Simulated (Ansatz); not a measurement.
# Be18N: the cost of one run

Program: Ansatz 0.2.0. Level of theory: DFT PBE+D3(BJ), plane waves, PAW, scalar-relativistic, no spin polarisation. These are calculated values, not measurements.

## 1. The starting structure

The cell holds 19 atoms (Be18N): a = 4.580 Å, b = 6.870 Å, c = 15.588 Å, α = 90.00°, β = 90.00°, γ = 60.00°.

The coordinates stand in the first input below.

## 2. End point A

input.yaml reads:

```yaml
crystal:
  lattice:
    - [4.58, 0.0, 0.0]
    - [3.435, 5.949595, 0.0]
    - [0.0, 0.0, 15.58843]
  atoms:
    - { symbol: Be, position: [0.0, 0.0, 0.0641501] }
    - { symbol: Be, position: [0.5, 0.0, 0.0641501] }
    - { symbol: Be, position: [0.0, 0.3333333, 0.0641501] }
    - { symbol: Be, position: [0.5, 0.3333333, 0.0641501] }
    - { symbol: Be, position: [0.0, 0.6666667, 0.0641501] }
    - { symbol: Be, position: [0.5, 0.6666667, 0.0641501] }
    - { symbol: Be, position: [-0.1666667, 0.2222222, 0.1792493] }
    - { symbol: Be, position: [0.3333333, 0.2222222, 0.1792493] }
    - { symbol: Be, position: [-0.1666667, 0.5555556, 0.1792493] }
    - { symbol: Be, position: [0.3333333, 0.5555556, 0.1792493] }
    - { symbol: Be, position: [-0.1666667, 0.8888889, 0.1792493] }
    - { symbol: Be, position: [0.3333333, 0.8888889, 0.1792493] }
    - { symbol: Be, position: [0.0, 0.0, 0.2943484] }
    - { symbol: Be, position: [0.5, 0.0, 0.2943484] }
    - { symbol: Be, position: [0.0, 0.3333333, 0.2943484] }
    - { symbol: Be, position: [0.5, 0.3333333, 0.2943484] }
    - { symbol: Be, position: [0.0, 0.6666667, 0.2943484] }
    - { symbol: Be, position: [0.5, 0.6666667, 0.2943484] }
    - { symbol: "N", position: [0.7381589, 0.0055464, 0.3783851] }
basis:
  ecutwfc: 420.0
kpoints:
  mp_grid: { grid: [5, 4, 1] }
hamiltonian:
  xc: pbe
  dispersion: d3bj
scf:
  occupations: { method: fermi_dirac, width: 0.1 }
  lower_state_search: "off"
relax:
  f_tol: 0.03
  max_steps: 60
  adjacent_minimum: "off"
  constraints: [{ sites: [0, 1, 2, 3, 4, 5] }]
```

Launch:

```sh
> ansatz run input.yaml --threads 1 --pin off --max-ram 3072MiB --backend cpu --events-out ev --progress --plain --runs-dir out
```

What time and memory should one allow on 1 thread of Arm Neoverse V1, shared host?

About 2.1 min, with a peak of 0.53 GiB.
